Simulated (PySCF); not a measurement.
**[BiCl4]−: other functionals and bases at one geometry**

The task here is to estimate one member of a computed series from the others.

Computed with PySCF 2.14.0. Level: several levels, as the steps say, no spin–orbit coupling.

1 further run of the same task is left out (for a known fault of the program).

### The system as given

5 atoms, charge -1, spin multiplicity 1.

Bond lengths: Bi1–Cl2 2.609 Å, Bi1–Cl3 2.609 Å, Bi1–Cl4 2.609 Å, Bi1–Cl5 2.609 Å. Angles: Cl2–Bi1–Cl3 109.5°, Cl2–Bi1–Cl4 109.5°, Cl2–Bi1–Cl5 109.5°, Cl3–Bi1–Cl4 109.5°, Cl3–Bi1–Cl5 109.5°, Cl4–Bi1–Cl5 109.5°.

Coordinates:

```
atom    x (Å)    y (Å)    z (Å)
 Bi1   0.0000   0.0000   0.0000
 Cl2   1.5066   1.5066   1.5066
 Cl3  -1.5066  -1.5066   1.5066
 Cl4   1.5066  -1.5066  -1.5066
 Cl5  -1.5066   1.5066  -1.5066
```

Formal oxidation states: Bi +3. An earlier session relaxed this geometry at PBE0, Bi def2-SVP with ECP60, Cl def2-SVP (singlet, point group Td).

At PBE0 on the finer grid: E = -2054.507706 Eh, HOMO -3.00 eV, LUMO 2.46 eV, Mulliken charge on Bi1 +0.97 e, largest force component 0.004 eV/Å. 

Levels to run: M06-L; wB97X; PBE0, TZVP. Hardware: 2 threads of Intel Xeon 6975P-C (Granite Rapids), shared host.

The first run:

Input file run.py (the lines that set the calculation):

```python
mol = gto.M(atom='''
Bi     0.00000     0.00000     0.00000
Cl     1.50659     1.50659     1.50659
Cl    -1.50659    -1.50659     1.50659
Cl     1.50659    -1.50659    -1.50659
Cl    -1.50659     1.50659    -1.50659''',
    basis={'Bi': 'def2-SVP', 'Cl': 'def2-SVP'},
    ecp={'Bi': 'def2-SVP'},
    charge=-1, spin=0)
mf = dft.RKS(mol, xc='M06L')
mf.grids.atom_grid = (75, 302)
mf = mf.density_fit()  # fitting sets: Bi def2-universal-JKFIT, Cl def2-universal-JKFIT
mf.conv_tol = 1e-08; mf.max_cycle = 55
mf.kernel(dm0)  # dm0: the density of the relaxed state
```

Run with:

```
OMP_NUM_THREADS=2 python run.py
```

Steps of the session up to this table: M06-L; wB97X; PBE0, TZVP.

One table of the session follows, with a row left open; its other results are not shown here.

| level | HOMO (eV) | gap (eV) | charge on Bi1 (e) | largest force component (eV/Å) |
| --- | --- | --- | --- | --- |
| PBE0 (relaxed here) | -3.00 | 5.46 | 0.97 | 0.00 |
| M06-L | ? | ? | ? | ? |
| wB97X | -4.96 | 9.20 | 1.05 | 0.02 |
| PBE0, TZVP | -3.50 | 5.50 | 1.14 | 0.10 |

Q: Estimate the row for M06-L from the others.

As computed: HOMO (eV): -2.31; gap (eV): 4.32; charge on Bi1 (e): 1.12; largest force component (eV/Å): 0.15. In the column «HOMO (eV)» it is the highest.

In one basis the HOMO–LUMO gap runs from 4.32 eV (M06-L) to 9.20 eV (wB97X). The largest leftover force, 0.15 eV/Å with M06-L, stands at a geometry relaxed at another level. Total energies of different levels can't be compared.
